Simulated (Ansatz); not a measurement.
# B₂FH₅Si: basis-set convergence

One table from this session's results is given with a row withheld; the runs are named, their logs left out.

Program: Ansatz 0.2.0, Gaussian basis. Level of theory: one geometry, several basis sets. These are calculated values, not measurements.

The runs, in order: PBE0-D4/def2-SVP; ωB97M-V/def2-SVP; PBE0-D4/def2-QZVPP; ωB97M-V/def2-QZVPP; the functionals' def2-TZVPP values are taken from earlier runs.

**The relaxed structure**

The geometry comes from an earlier relaxation with PBE0-D4 in a triple-zeta def2 set; it is a stationary point, not always the lowest conformer.

9 atoms, charge 0, spin multiplicity 1.

Atoms are counted from 1 here; the program's logs count them from 0.

Bond lengths: B1–B2 1.612 Å, B1–H5 1.200 Å, B1–H6 1.200 Å, B2–Si3 2.005 Å, B2–H7 1.201 Å, Si3–F4 1.607 Å, Si3–H8 1.489 Å, Si3–H9 1.489 Å. Angles: B2–B1–H5 121.9°, B2–B1–H6 121.8°, H5–B1–H6 116.3°, B1–B2–Si3 122.6°, B1–B2–H7 124.2°, Si3–B2–H7 113.2°, B2–Si3–F4 113.3°, B2–Si3–H8 109.9°, B2–Si3–H9 109.9°, F4–Si3–H8 107.2°, F4–Si3–H9 107.1°, H8–Si3–H9 109.4°.

Set-up of the first run:

File in.yaml:

```yaml
crystal:
  periodic: [false, false, false]
  atoms:
    - {symbol: B, position_ang: [-0.767270, 1.100358, -1.151412]}
    - {symbol: B, position_ang: [0.442511, 0.649092, -0.185576]}
    - {symbol: Si, position_ang: [0.396161, -1.044143, 0.887093]}
    - {symbol: F, position_ang: [-0.955995, -1.889408, 0.684290]}
    - {symbol: H, position_ang: [-0.824821, 0.753293, -2.298804]}
    - {symbol: H, position_ang: [-1.686195, 1.759272, -0.749313]}
    - {symbol: H, position_ang: [1.453665, 1.277771, -0.031742]}
    - {symbol: H, position_ang: [1.528441, -1.925480, 0.490731]}
    - {symbol: H, position_ang: [0.502104, -0.726954, 2.337632]}
basis:
  gaussian: {orbitals: def2-SVP}
hamiltonian: {xc: pbe0, dispersion: d4}
output: {orbitals: {seedname: orbitals}}
```

Run with:

```bash
$ ansatz run in.yaml --threads 2 --pin off --events-out ev --progress --plain --max-ram 4352MiB
```

Among the steps run: PBE0-D4 in def2-SVP; ωB97M-V in def2-SVP; PBE0-D4 in def2-QZVPP; ωB97M-V in def2-QZVPP.

One table of the session follows, with a row left open; its other results are not shown here.

It belongs to the step «Functionals by basis». 

| functional | basis | HOMO (eV) | LUMO (eV) |
| --- | --- | --- | --- |
| PBE0-D4 | def2-SVP | -8.17 | -2.32 |
| PBE0-D4 | def2-TZVPP | -8.19 | -2.38 |
| PBE0-D4 | def2-QZVPP | -8.20 | -2.39 |
| ωB97M-V | def2-SVP | ? | ? |
| ωB97M-V | def2-TZVPP | -10.35 | -0.40 |
| ωB97M-V | def2-QZVPP | -10.36 | -0.43 |

**Question.** Estimate the row for ωB97M-V, def2-SVP.

As computed: HOMO (eV): -10.30; LUMO (eV): -0.26. In the column «HOMO (eV)» it lies between ωB97M-V, def2-TZVPP (-10.35) and PBE0-D4, def2-QZVPP (-8.20).
